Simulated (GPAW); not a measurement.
The system is GaF.

```
Ga F
1.0
     3.16592    0.00000    0.00000
     0.00000    3.16592    0.00000
     0.00000    0.00000    3.16592
Ga F
1 1
Cartesian
  0.0000 0.0000 0.0000
  1.5830 1.5830 1.5830
```

The cell was built by a generator and needn't be a form met in nature.

Base run:

| Item | Value |
| --- | --- |
| Program | GPAW 26.7.0 |
| Functional | r2SCAN |
| Potentials or basis | GPAW PAW data sets (gpaw-data 1.2.1) |
| Cutoff | 800 eV |
| Basis | pw |
| k mesh | 8 × 8 × 8 |
| Occupations | fermi-dirac, width 0.05 eV |
| Spin | no spin polarisation |

Its results: band gap on the k mesh 0.58 eV, indirect (least direct gap 1.46 eV).

Question: After a change of settings the same cell gave: band gap on the k mesh 0.91 eV, indirect (least direct gap 1.49 eV). Which change was it?
A. functional from r2SCAN to RPBE; potentials or basis from GPAW PAW data sets (gpaw-data 1.2.1) to the program's PAW data sets (release 1.2.1) made for this functional
B. functional from r2SCAN to PBE
C. functional from r2SCAN to vdW-DF2
D. functional from r2SCAN to AM05; potentials or basis from GPAW PAW data sets (gpaw-data 1.2.1) to PAW data sets generated in the run's folder for this functional

Answer: C.
